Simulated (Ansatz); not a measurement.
# C3H6Si: the cost of one run

All numbers below are computed with Ansatz 0.2.0 (RKS BHLYP-D4/def2-SVP).

## (1) The starting structure

Bond lengths: Si1–C2 1.854 Å, C2–C3 1.306 Å, C2–C4 1.518 Å, C3–C4 1.487 Å, Si1–H5 1.464 Å, Si1–H6 1.465 Å, Si1–H7 1.465 Å, C3–H8 1.062 Å, C4–H9 1.085 Å, C4–H10 1.085 Å. Angles (14 of 18 angles, heavy atoms first): Si1–C2–C3 153.6°, Si1–C2–C4 143.3°, C3–C2–C4 63.0°, C2–C3–C4 65.5°, C2–C4–C3 51.5°, C2–Si1–H5 108.8°, C2–Si1–H6 108.2°, C2–Si1–H7 108.3°, C2–C3–H8 150.6°, C4–C3–H8 144.0°, C2–C4–H9 119.4°, C2–C4–H10 119.5°, C3–C4–H9 119.7°, C3–C4–H10 119.8°.

Coordinates:

```xyz
10

Si   -1.0016    0.9985   -0.9352
C     0.0025   -0.2434    0.0067
C     0.3424   -1.4575    0.3469
C     1.1191   -0.3858    1.0254
H    -1.9612    0.2862   -1.7801
H    -1.6964    1.8534    0.0309
H    -0.0904    1.8038   -1.7526
H     0.2209   -2.5097    0.2651
H     0.9214   -0.1555    2.0674
H     2.1433   -0.1899    0.7257
```

## (2) Relaxing end A

File input.yaml:

```yaml
crystal:
  periodic: [false, false, false]
  atoms:
    - { symbol: Si, position_ang: [-1.00164, 0.99853, -0.93522] }
    - { symbol: C, position_ang: [0.00251, -0.24344, 0.00668] }
    - { symbol: C, position_ang: [0.34244, -1.4575, 0.34689] }
    - { symbol: C, position_ang: [1.11909, -0.38584, 1.02541] }
    - { symbol: H, position_ang: [-1.96119, 0.28622, -1.78012] }
    - { symbol: H, position_ang: [-1.69644, 1.85335, 0.03088] }
    - { symbol: H, position_ang: [-0.09042, 1.80377, -1.75264] }
    - { symbol: H, position_ang: [0.22089, -2.50972, 0.2651] }
    - { symbol: H, position_ang: [0.92143, -0.15549, 2.06736] }
    - { symbol: H, position_ang: [2.14334, -0.18989, 0.72566] }
basis:
  gaussian: { orbitals: def2-SVP }
hamiltonian:
  xc: { name: BHLYP }
  dispersion: d4
relax:
  f_tol: 0.015
  max_steps: 40
```

Run with:

```console
ansatz run input.yaml --threads 1 --pin off --max-ram 2048MiB --backend cpu --events-out ev --progress --plain --runs-dir out
```

What time and memory should one allow on 1 thread of Arm Neoverse V1, shared host?

About 24 s, with a peak of 0.17 GiB.
